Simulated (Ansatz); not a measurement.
**AlClGeH₄: how energies converge with the basis set**

One table from this session's results is given with a row withheld; the runs are named, their logs left out.

Computed with Ansatz 0.2.0, Gaussian basis. Level: one geometry, several basis sets.

Plan: PBE0-D4/def2-SVP; ωB97M-V/def2-SVP; PBE0-D4/def2-QZVPP; ωB97M-V/def2-QZVPP; the functionals' def2-TZVPP values are taken from earlier runs.

### The relaxed structure

The geometry comes from an earlier relaxation with PBE0-D4 in a triple-zeta def2 set; it is a stationary point, not always the lowest conformer.

7 atoms, charge 0, spin multiplicity 1.

Atoms are counted from 1 here; the program's logs count them from 0.

Bond lengths: Al1–Ge2 2.464 Å, Al1–Cl3 2.343 Å, Al1–H4 1.578 Å, Al1–H5 1.578 Å, Ge2–Cl3 2.389 Å, Ge2–H6 1.546 Å, Ge2–H7 1.546 Å. Angles: Ge2–Al1–Cl3 59.5°, Ge2–Al1–H4 115.3°, Ge2–Al1–H5 115.3°, Cl3–Al1–H4 109.4°, Cl3–Al1–H5 109.4°, H4–Al1–H5 126.8°, Al1–Ge2–Cl3 57.7°, Al1–Ge2–H6 125.8°, Al1–Ge2–H7 125.8°, Cl3–Ge2–H6 99.9°, Cl3–Ge2–H7 99.9°, H6–Ge2–H7 105.2°, Al1–Cl3–Ge2 62.7°.

The first run:

File in.yaml:

```yaml
crystal:
  periodic: [false, false, false]
  atoms:
    - {symbol: Al, position_ang: [-1.065946, 0.200046, -0.753757]}
    - {symbol: Ge, position_ang: [1.183360, 0.136895, 0.249782]}
    - {symbol: Cl, position_ang: [-0.675916, -1.013055, 1.212701]}
    - {symbol: H, position_ang: [-1.299695, -0.802513, -1.950324]}
    - {symbol: H, position_ang: [-1.919783, 1.484168, -0.416818]}
    - {symbol: H, position_ang: [2.189277, -1.031362, 0.139290]}
    - {symbol: H, position_ang: [1.649902, 0.957822, 1.473427]}
basis:
  gaussian: {orbitals: def2-SVP}
hamiltonian: {xc: pbe0, dispersion: d4}
output: {orbitals: {seedname: orbitals}}
```

Among the steps run: PBE0-D4 in def2-SVP; ωB97M-V in def2-SVP; PBE0-D4 in def2-QZVPP; ωB97M-V in def2-QZVPP.

One table of the session follows, with a row left open; its other results are not shown here.

It belongs to the step «Functionals by basis». 

```
functional       basis  HOMO (eV)  LUMO (eV)
   PBE0-D4    def2-SVP          ?          ?
   PBE0-D4  def2-TZVPP      -7.58      -1.67
   PBE0-D4  def2-QZVPP      -7.59      -1.75
   ωB97M-V    def2-SVP      -9.57       0.37
   ωB97M-V  def2-TZVPP      -9.60       0.24
   ωB97M-V  def2-QZVPP      -9.61      -0.01
```

Estimate the missing values for PBE0-D4, def2-SVP.

As computed: HOMO (eV): -7.60; LUMO (eV): -1.61. In the column «HOMO (eV)» it lies between ωB97M-V, def2-SVP (-9.57) and PBE0-D4, def2-QZVPP (-7.59).
